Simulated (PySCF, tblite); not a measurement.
# C4H8FOSi radical: geometry, infrared bands and EPR parameters

Wanted: the infrared bands and EPR parameters of C4H8FOSi radical (`O[C]1CC([SiH2]F)C1`), by calculation.

Programs: tblite 0.8.0 and PySCF 2.14.0, with density-fitted response routines of our own. Each step states its level of theory. These are calculated values for one molecule in the gas phase, unless marked as measured. Atoms are numbered from 0 throughout.

### 1 Starting geometry

15 atoms, charge 0, multiplicity 2; geometry from: force field or distance geometry start.

Bonds of the start (Å): O0–C1 1.38, C1–C2 1.49, C2–C3 1.50, C3–Si4 1.84, Si4–F5 1.69, C3–C6 1.51, C6–C1 1.51, O0–H7 0.98, C2–H8 1.10, C2–H9 1.12, C3–H10 1.13, Si4–H11 1.48, Si4–H12 1.47, C6–H13 1.11, C6–H14 1.10.

### 2 Geometry optimisation with GFN2-xTB

The job: settings as JSON, then the geometry in Å.

```
{"job": {"kind": "relax", "xc": "GFN2-xTB", "basis": "xTB"}, "charge": 0, "multiplicity": 2}
O      2.638700    -0.180500    -0.484100
C      1.655100    -0.219500     0.487500
C      0.674300     0.898400     0.523200
C     -0.425700    -0.117100     0.608800
Si    -1.934200     0.189200    -0.407200
F     -2.428200     1.806200    -0.344200
C      0.541200    -1.150800     0.075800
H      2.421800     0.390300    -1.251200
H      0.627100     1.543700    -0.371700
H      0.684300     1.498200     1.469500
H     -0.746300    -0.407500     1.647500
H     -3.031200    -0.607900     0.181000
H     -1.758200    -0.224500    -1.806400
H      0.605600    -2.094200     0.656300
H      0.471400    -1.316000    -1.006500
```

Command:

```sh
$ OMP_NUM_THREADS=1 python probes_run.py task.json out
```

The driver reads the jobs from task.json and runs them one after another.

**Question.** This job is followed by: GFN2-xTB harmonic vibrations, gas phase; UKS B3LYP, pcH-1 on C F H O Si, non-relativistic, mean-field spin-orbit, GIAO. What will the session give for the following? strongest single infrared mode (GFN2-xTB); zero-point energy (GFN2-xTB); g(iso) (B3LYP); ⟨S²⟩; largest a(iso) (averaged by class); potential on the surface of density 0.002 e/bohr³, 1st and 99th percentile.

The runs gave:

| quantity | value |
| --- | --- |
| strongest single infrared mode (GFN2-xTB) | 2318 cm⁻¹, 364 km/mol |
| zero-point energy (GFN2-xTB) | 68.1 kcal/mol |
| g(iso) (B3LYP) | 2.00314 |
| ⟨S²⟩ | 0.753 (exact 0.75) |
| largest a(iso) (averaged by class) | 13C on C1, 210.6 MHz |
| potential on the surface of density 0.002 e/bohr³, 1st and 99th percentile | -1.24 V and 2.40 V |

**Reading.** The optimisation took 87 steps and gained 0.988 eV; among the close pairs (by a distance rule), Si4–F5 changed most, from 1.692 to 1.614 Å. No mode is imaginary among the 39: a minimum at this level. The strongest single mode, at 2318 cm⁻¹, moves mainly H12. GFN2-xTB is a fitted tight-binding method: band positions and strengths are rough. Its intensities can rank the bands wrongly. Most of the unpaired spin sits on C1 (0.82 e). The isotropic g lies 0.8 ppt above the free-electron value. The conformer search found further structures of the same energy, which may be mirror or relabelled copies of this one.
